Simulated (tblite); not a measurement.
# CH6BrFGe2: the cost of one run

Programs: tblite 0.8.0 and PySCF 2.14.0, with density-fitted response routines of our own. Each step states its level of theory. These are calculated values for one molecule in the gas phase, unless marked as measured. Atoms count from 0, in the outputs and in this text.

**1. Starting geometry**

11 atoms, charge 0, multiplicity 1; geometry from: force field or distance geometry start.

Bonds of the start (Å): F0–C1 1.39, C1–Ge2 1.93, C1–Ge3 1.92, Ge3–Br4 2.31, C1–H5 1.11, Ge2–H6 1.54, Ge2–H7 1.55, Ge2–H8 1.56, Ge3–H9 1.57, Ge3–H10 1.55.

**2. Relaxing the molecule with GFN2-xTB**

What the job is given:

```
{"job": {"kind": "relax", "xc": "GFN2-xTB", "basis": "xTB"}, "charge": 0, "multiplicity": 1}
F      0.198500     1.490200     1.543600
C      0.017600     0.205100     1.057000
Ge     1.606900    -0.253600     0.055000
Ge    -1.618500     0.165300     0.052300
Br    -1.657100    -1.461400    -1.586400
H     -0.085300    -0.468300     1.932500
H      1.303900    -0.832200    -1.342700
H      2.438500    -1.239600     0.922300
H      2.515900     1.001600    -0.106800
H     -2.769400    -0.160300     1.072900
H     -1.945500     1.556000    -0.545800
```

Run with:

```
OMP_NUM_THREADS=1 python probes_run.py task.json out
```

One launch serves the whole session: the jobs run in the order shown.

**Question.** How long does this first job take on 1 thread of Arm Neoverse N1, shared host?

About 1.2 s.
